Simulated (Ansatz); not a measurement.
# SnSe: freezing in a mode

Aim: for SnSe, freeze in mode 8 at growing amplitude.

Method: DFT LDA, scalar-relativistic, plane waves, PAW, in Ansatz 0.2.0.

## 1. The structure to begin with

Symmetry: P4/nmm, No. 129, tetragonal system. The conventional cell has a = 4.285 Å, b = 4.285 Å, c = 10.991 Å, α = 90.00°, β = 90.00°, γ = 90.00°. Sn (site symmetry 4mm) is surrounded by 5 Se at 2.68 to 3.03 Å. Around Se (site symmetry 4mm) lie 5 Sn at 2.68 to 3.03 Å.

As a file:

```cif
data_structure
_symmetry_space_group_name_H-M 'P4/nmm:1'
_symmetry_Int_Tables_number 129
_cell_length_a 4.2853
_cell_length_b 4.2853
_cell_length_c 10.9907
_cell_angle_alpha 90.000
_cell_angle_beta 90.000
_cell_angle_gamma 90.000
_cell_volume 201.83
loop_
_atom_site_label
_atom_site_type_symbol
_atom_site_symmetry_multiplicity
_atom_site_Wyckoff_symbol
_atom_site_fract_x
_atom_site_fract_y
_atom_site_fract_z
_atom_site_occupancy
Sn1 Sn 2 c 0.50000 0.00000 0.37223 1
Se1 Se 2 c 0.50000 0.00000 0.61604 1
```

It goes back to an entry of the Materials Project, which need not be the stable form.

The cell is taken as given, not relaxed at this level.

## 2. Zero of energy

Reference values: F = -22526.7327 eV; pressure -1.41 GPa; largest force 0.244 eV/Å; gap on the mesh 1.47 eV. It was computed beforehand with the settings of the runs below.

## 3. Next: freezing in a mode

Mode 8 of the phonon run on this cell, counted from the lowest, is frozen in: each atom moves by x times its row below, so x is the largest displacement.

```
atom     ux     uy      uz
 Sn1  0.000  0.000   0.967
 Sn2  0.000  0.000  -0.967
 Se3  0.000  0.000   1.000
 Se4  0.000  0.000  -1.000
```

## 4. Point x = -0.200 Å

Input file input.yaml:

```yaml
crystal:
  lattice:
    - [4.2853274191, 0.0, 0.0]
    - [0.0, 4.2853274191, 0.0]
    - [0.0, 0.0, 10.99069213]
  atoms:
    - { symbol: Sn, position: [0.5, 0.0, 0.3546308219] }
    - { symbol: Sn, position: [0.0, 0.5, 0.6453691781] }
    - { symbol: Se, position: [0.5, 0.0, 0.5978422739] }
    - { symbol: Se, position: [0.0, 0.5, 0.4021577261] }
basis:
  ecutwfc: 420
kpoints:
  mp_grid: { grid: [6, 6, 4] }
hamiltonian:
  xc: lda
scf:
  occupations: { method: gaussian, width: 0.05 }
output:
  forces: true
  stress: true
  eigenvalues: true
```

Launch:

```sh
$ ansatz run input.yaml --threads 2 --pin off --max-ram 5120MiB --backend cpu --events-out ev --progress --plain --runs-dir out
```

## 5. At x = 0.150 Å

Input file input.yaml:

```yaml
crystal:
  lattice:
    - [4.2853274191, 0.0, 0.0]
    - [0.0, 4.2853274191, 0.0]
    - [0.0, 0.0, 10.99069213]
  atoms:
    - { symbol: Sn, position: [0.5, 0.0, 0.3854278261] }
    - { symbol: Sn, position: [0.0, 0.5, 0.6145721739] }
    - { symbol: Se, position: [0.5, 0.0, 0.6296874021] }
    - { symbol: Se, position: [0.0, 0.5, 0.3703125979] }
basis:
  ecutwfc: 420
kpoints:
  mp_grid: { grid: [6, 6, 4] }
hamiltonian:
  xc: lda
scf:
  occupations: { method: gaussian, width: 0.05 }
output:
  forces: true
  stress: true
  eigenvalues: true
```

## 6. x = -0.100 Å

Input file input.yaml:

```yaml
crystal:
  lattice:
    - [4.2853274191, 0.0, 0.0]
    - [0.0, 4.2853274191, 0.0]
    - [0.0, 0.0, 10.99069213]
  atoms:
    - { symbol: Sn, position: [0.5, 0.0, 0.3634299659] }
    - { symbol: Sn, position: [0.0, 0.5, 0.6365700341] }
    - { symbol: Se, position: [0.5, 0.0, 0.6069408819] }
    - { symbol: Se, position: [0.0, 0.5, 0.3930591181] }
basis:
  ecutwfc: 420
kpoints:
  mp_grid: { grid: [6, 6, 4] }
hamiltonian:
  xc: lda
scf:
  occupations: { method: gaussian, width: 0.05 }
output:
  forces: true
  stress: true
  eigenvalues: true
```

## 7. Point x = 0.050 Å

Input file input.yaml:

```yaml
crystal:
  lattice:
    - [4.2853274191, 0.0, 0.0]
    - [0.0, 4.2853274191, 0.0]
    - [0.0, 0.0, 10.99069213]
  atoms:
    - { symbol: Sn, position: [0.5, 0.0, 0.376628682] }
    - { symbol: Sn, position: [0.0, 0.5, 0.623371318] }
    - { symbol: Se, position: [0.5, 0.0, 0.620588794] }
    - { symbol: Se, position: [0.0, 0.5, 0.379411206] }
basis:
  ecutwfc: 420
kpoints:
  mp_grid: { grid: [6, 6, 4] }
hamiltonian:
  xc: lda
scf:
  occupations: { method: gaussian, width: 0.05 }
output:
  forces: true
  stress: true
  eigenvalues: true
  write_density: true
  write_potential: true
  elf: true
  volumetric_format: npy
```

## 8. Point x = 0.200 Å

Input file input.yaml:

```yaml
crystal:
  lattice:
    - [4.2853274191, 0.0, 0.0]
    - [0.0, 4.2853274191, 0.0]
    - [0.0, 0.0, 10.99069213]
  atoms:
    - { symbol: Sn, position: [0.5, 0.0, 0.3898273981] }
    - { symbol: Sn, position: [0.0, 0.5, 0.6101726019] }
    - { symbol: Se, position: [0.5, 0.0, 0.6342367061] }
    - { symbol: Se, position: [0.0, 0.5, 0.3657632939] }
basis:
  ecutwfc: 420
kpoints:
  mp_grid: { grid: [6, 6, 4] }
hamiltonian:
  xc: lda
scf:
  occupations: { method: gaussian, width: 0.05 }
output:
  forces: true
  stress: true
  eigenvalues: true
```

## 9. x = -0.150 Å

Input file input.yaml:

```yaml
crystal:
  lattice:
    - [4.2853274191, 0.0, 0.0]
    - [0.0, 4.2853274191, 0.0]
    - [0.0, 0.0, 10.99069213]
  atoms:
    - { symbol: Sn, position: [0.5, 0.0, 0.3590303939] }
    - { symbol: Sn, position: [0.0, 0.5, 0.6409696061] }
    - { symbol: Se, position: [0.5, 0.0, 0.6023915779] }
    - { symbol: Se, position: [0.0, 0.5, 0.3976084221] }
basis:
  ecutwfc: 420
kpoints:
  mp_grid: { grid: [6, 6, 4] }
hamiltonian:
  xc: lda
scf:
  occupations: { method: gaussian, width: 0.05 }
output:
  forces: true
  stress: true
  eigenvalues: true
```

## 10. Point x = 0.100 Å

Input file input.yaml:

```yaml
crystal:
  lattice:
    - [4.2853274191, 0.0, 0.0]
    - [0.0, 4.2853274191, 0.0]
    - [0.0, 0.0, 10.99069213]
  atoms:
    - { symbol: Sn, position: [0.5, 0.0, 0.3810282541] }
    - { symbol: Sn, position: [0.0, 0.5, 0.6189717459] }
    - { symbol: Se, position: [0.5, 0.0, 0.6251380981] }
    - { symbol: Se, position: [0.0, 0.5, 0.3748619019] }
basis:
  ecutwfc: 420
kpoints:
  mp_grid: { grid: [6, 6, 4] }
hamiltonian:
  xc: lda
scf:
  occupations: { method: gaussian, width: 0.05 }
output:
  forces: true
  stress: true
  eigenvalues: true
```

## 11. x = -0.050 Å

Input file input.yaml:

```yaml
crystal:
  lattice:
    - [4.2853274191, 0.0, 0.0]
    - [0.0, 4.2853274191, 0.0]
    - [0.0, 0.0, 10.99069213]
  atoms:
    - { symbol: Sn, position: [0.5, 0.0, 0.367829538] }
    - { symbol: Sn, position: [0.0, 0.5, 0.632170462] }
    - { symbol: Se, position: [0.5, 0.0, 0.611490186] }
    - { symbol: Se, position: [0.0, 0.5, 0.388509814] }
basis:
  ecutwfc: 420
kpoints:
  mp_grid: { grid: [6, 6, 4] }
hamiltonian:
  xc: lda
scf:
  occupations: { method: gaussian, width: 0.05 }
output:
  forces: true
  stress: true
  eigenvalues: true
```

## 12. Point x = 0.175 Å

Input file input.yaml:

```yaml
crystal:
  lattice:
    - [4.2853274191, 0.0, 0.0]
    - [0.0, 4.2853274191, 0.0]
    - [0.0, 0.0, 10.99069213]
  atoms:
    - { symbol: Sn, position: [0.5, 0.0, 0.3876276121] }
    - { symbol: Sn, position: [0.0, 0.5, 0.6123723879] }
    - { symbol: Se, position: [0.5, 0.0, 0.6319620541] }
    - { symbol: Se, position: [0.0, 0.5, 0.3680379459] }
basis:
  ecutwfc: 420
kpoints:
  mp_grid: { grid: [6, 6, 4] }
hamiltonian:
  xc: lda
scf:
  occupations: { method: gaussian, width: 0.05 }
output:
  forces: true
  stress: true
  eigenvalues: true
```

(Steps that only read results are left out.)

What does the calculation give? Wanted: harmonic wavenumber of the mode.

The runs gave:

| quantity | value |
| --- | --- |
| harmonic wavenumber of the mode | 56 cm⁻¹ |
| the same from the force at an amplitude of 0.050 Å | 57 cm⁻¹ |

In words: The force at the smallest amplitude gives 57 cm⁻¹ against 56 cm⁻¹ from the phonon run, so the curve is close to a parabola there. The energy drops below the reference, by 13.5 meV/cell at x = 0.050; the cell was taken as given and not relaxed at this level. The gap on the mesh stays between 1.28 and 1.49 eV. The cell holds empty space of several Å, a single layer or slab in vacuum, so volume, pressure and the long edge depend on that space.

Spin-orbit coupling is left out, though the cell holds Sn; it can move the gap.
